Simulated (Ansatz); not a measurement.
MnPt2 in Ansatz: the effect of functional

The system is MnPt2.

```xyz
3
Lattice="2.8960 0.0000 0.0000 -1.4480 2.5080 0.0000 0.0000 0.0000 6.6185" Properties=species:S:1:pos:R:3 pbc="T T T"
Pt    1.4480    0.8360    2.0928
Pt    0.0000    1.6720    4.5257
Mn    0.0000    0.0000    0.0000
```

The cell comes from a database or a generator and needn't be the stable form of this composition.

The cell isn't the ideal one: volume scaled by 1.04.

Alike in all runs:

- Program: Ansatz 0.2.0
- Task: single point
- Potentials or basis: Ansatz PAW
- k mesh: 11 × 11 × 4
- Occupations: fermi-dirac, width 0.05 eV
- Spin: collinear spin, ferromagnetic start
- Starting moments: [0.0, 0.0, 4.0] μB

```tsv
functional	cutoff	pressure (GPa)	moment (μB)	largest force (eV/Å)
LDA	420 eV (not typed: the program's choice for these potentials)	-20.5	4.49	0.16
PBEsol	420 eV (not typed: the program's choice for these potentials)	-14.9	4.63	0.05
r2SCAN	500 eV (not typed: the program's choice for these potentials)	?	?	?
```

Problem. What does the run with functional r2SCAN give?

Solution. Pressure -9.1 GPa; moment 4.83 μB; largest force 0.05 eV/Å.

Caveats: the PAW data sets come from PBE, with cores solved anew for the run's functional, which leaves a small shift of forces and pressure; the magnetic or orbital state may not be the lowest (some runs).
